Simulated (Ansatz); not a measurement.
ClFH₂O₂Si, SMILES O[Si](O)(F)Cl: vertical spin-state energies, run with Ansatz 0.2.0 through its Python package.

Script `run_spin.py`:
```python
"""Vertical spin-state energies of ClFH2O2Si."""

import ansatz as az

GEOMETRY = """
O    -0.80140   -0.26410    1.34950
Si    0.03030    0.08070   -0.01370
O     0.86660   -1.22300   -0.51350
F     1.09310    1.31760    0.25180
Cl   -1.27140    0.52350   -1.51990
H    -1.34200    0.56060    1.66870
H     1.48600   -1.06330   -1.26850
"""

clfh2o2si = az.Crystal.molecule()
for line in GEOMETRY.strip().splitlines():
    symbol, *xyz = line.split()
    clfh2o2si = clfh2o2si.atom(symbol, [float(v) for v in xyz])

calculation = (
    clfh2o2si.calculation()
    .basis(gaussian="cc-pVDZ")
    .functional("pbe", dispersion="d3bj")
)
found = {}
for unpaired in [0, 2]:
    report = calculation.spin("collinear", total=unpaired).run(threads=1, backend="cpu").report
    s = unpaired / 2
    found[unpaired] = report["free_energy_ev"]
    print(f"2S+1 = {unpaired + 1}: E = {found[unpaired]:.5f} eV, <S^2> = {abs(report['mean_field']['state']['spin_squared']):.3f} (pure state {s * (s + 1):.2f})")
lowest = min(found, key=found.get)
for unpaired, e in found.items():
    print(f"multiplicity {unpaired + 1}: {23.060548 * (e - found[lowest]):.1f} kcal/mol above the lowest")
```

Which spin state is lowest at this geometry, and how far above lie the others?

In order: multiplicity 1 (+0.00 eV) and multiplicity 3 (+6.78 eV), all at the one geometry.

The run itself:

Running `python run_spin.py` prints:
```text
2S+1 = 1: E = -27233.22070 eV, <S^2> = 0.000 (pure state 0.00)
2S+1 = 3: E = -27226.44515 eV, <S^2> = 2.002 (pure state 2.00)
multiplicity 1: 0.0 kcal/mol above the lowest
multiplicity 3: 156.2 kcal/mol above the lowest
```

Notes:
- Total energies depend on the basis set; only differences at equal settings carry meaning.
- The geometry is a force-field or estimated start, not a minimum of this method, and the basis set is short of its limit. All parts are taken at fixed geometry, without zero-point energy.
- Run time: 21 s on 1 thread of Intel(R) Xeon(R) Platinum 8375C CPU @ 2.90GHz (Ice Lake), with other jobs on the host, peak memory 0.28 GiB.

(Lines on the test bed's own set-up are left out of the output.)
